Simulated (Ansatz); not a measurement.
# WCl4O (SMILES O=[W](Cl)(Cl)(Cl)Cl) at CCSD/def2-SVP (core potential)

Aim: the vertical ionisation energy of WCl4O at CCSD/def2-SVP (core potential), from 2 runs. 

The results are computed with Ansatz 0.2.0.

### 1 The structure to begin with

The species is WCl4O (6 atoms), meant as a singlet with charge 0. SMILES: `O=[W](Cl)(Cl)(Cl)Cl`. Geometry: relaxed at PBE0-D4/def2-TZVP.

Bond lengths: O1–W2 1.668 Å, W2–Cl3 2.287 Å, W2–Cl4 2.287 Å, W2–Cl5 2.287 Å, W2–Cl6 2.287 Å. Angles: O1–W2–Cl3 104.0°, O1–W2–Cl4 103.9°, O1–W2–Cl5 103.9°, O1–W2–Cl6 103.9°, Cl3–W2–Cl4 152.1°, Cl3–W2–Cl5 86.7°, Cl3–W2–Cl6 86.7°, Cl4–W2–Cl5 86.7°, Cl4–W2–Cl6 86.7°, Cl5–W2–Cl6 152.1°.

### 2 A single-point energy at CCSD/def2-SVP (core potential)

in.yaml

```yaml
basis:
  gaussian:
    orbitals: def2-SVP
crystal:
  periodic: [false, false, false]
  atoms:
    - {symbol: O, position_ang: [-0.010050, -1.747150, 0.186510]}
    - {symbol: W, position_ang: [-0.000510, -0.089070, 0.009510]}
    - {symbol: Cl, position_ang: [1.915280, 0.567920, 1.072290]}
    - {symbol: Cl, position_ang: [-1.910010, 0.350500, -1.170330]}
    - {symbol: Cl, position_ang: [1.129180, 0.249450, -1.950250]}
    - {symbol: Cl, position_ang: [-1.123900, 0.668360, 1.852270]}
correlation:
  method: ccsd
  frozen_orbitals: {Cl: 5, O: 1, W: 0}
accuracy: high
scf:
  omitted_lower_state_checks: [cluster_reference, increment]
```

Started as:

```bash
ansatz run in.yaml --threads 1 --pin off --max-ram 3480MiB --events-out events.jsonl --progress --plain --runs-dir runs
```

Output, cut to the lines that bear on the results:

```text
Warning: RAYON_NUM_THREADS=1 ignored (pool sized by the plan → 1); use --threads N
Functional definition: HF
  name "HF"
[...]
2465 factors; integrals over basis functions are off by at most 9.1e-9 eV
[...]
mean field -53844.97626845 eV, -1978.7663804297 hartree, gradient 3.8e-8 eV, S^2 0.000000; 0 other end points of the search recorded, 0 dependent functions left out
21 core orbitals not correlated: weight in the atoms' cores, before any rotation towards them, 1.000 or more for the frozen orbitals, at most 0.000 for the correlated occupied ones
reference -53844.97626845 eV, -1978.7663804297 hartree; 24, 24 occupied and 73, 73 virtual orbitals, 2465 factors
second order -30.66084823 eV of doubles, -0.00000000 eV of singles
cycle   1  -28.04571445 eV  change     2.6e0 eV  update   3.0e-1
[...]
cycle  23  -29.89985345 eV  change   9.7e-10 eV  update   3.2e-9
Total energy: -53874.87612190 eV, -1979.8651797773 hartree
Checks for a lower state left out: cluster_reference, increment
```

Wall time 70 s (1 thread of Arm Neoverse V2, shared host); peak memory 1 GiB.

### 3 The doublet cation

in.yaml: that of step 2 with these lines changed.

```diff
@@ -1,4 +1 @@
-basis:
-  gaussian:
-    orbitals: def2-SVP
 crystal:
@@ -12,2 +9,12 @@
     - {symbol: Cl, position_ang: [-1.123900, 0.668360, 1.852270]}
+basis:
+  gaussian:
+    orbitals: def2-SVP
+accuracy: high
+magnetization:
+  spin_polarized: true
+  initial_magnetization: 1
+scf:
+  omitted_lower_state_checks: [cluster_reference, increment]
+total_charge: 1
 correlation:
@@ -15,4 +22 @@
   frozen_orbitals: {Cl: 5, O: 1, W: 0}
-accuracy: high
-scf:
-  omitted_lower_state_checks: [cluster_reference, increment]
```

Started as:

```bash
ansatz run in.yaml --threads 1 --pin off --max-ram 3480MiB --events-out events.jsonl --progress --plain --runs-dir runs
```

Output:

```text
Warning: RAYON_NUM_THREADS=1 ignored (pool sized by the plan → 1); use --threads N
[... 24 lines left out ...]
21 core orbitals not correlated: weight in the atoms' cores, before any rotation towards them, 1.000 or more for the frozen orbitals, at most 0.000 for the correlated occupied ones
[... 43 lines left out ...]
Total energy: -53863.84409591 eV, -1979.4597602999 hartree
Checks for a lower state left out: cluster_reference, increment
```

It took 9.9 min on 1 thread of Arm Neoverse V2, shared host; peak memory 2.4 GiB.

### 4 What came out

Level: CCSD/def2-SVP (core potential), 21 core orbitals frozen.

| quantity | value |
| --- | --- |
| singlet WCl4O: total energy | -1979.86518 Eh |
| singlet WCl4O: correlation energy (21 core orbitals frozen) | -1098.8 mEh |
| singlet WCl4O: T1 diagnostic | 0.021 |
| doublet cation: total energy | -1979.45976 Eh |
| doublet cation: correlation energy (21 core orbitals frozen) | -1102.2 mEh |
| doublet cation: ⟨S²⟩ of the reference determinant | 0.795 |
| doublet cation: T1 diagnostic | 0.048 |
| vertical ionisation energy (to the doublet cation) | 11.032 eV |

**Reading.** Removing an electron at fixed nuclei costs 11.03 eV (1064 kJ/mol). The T1 diagnostic (doublet cation) of 0.048 is above the customary mark for such species, so a single reference may not serve.
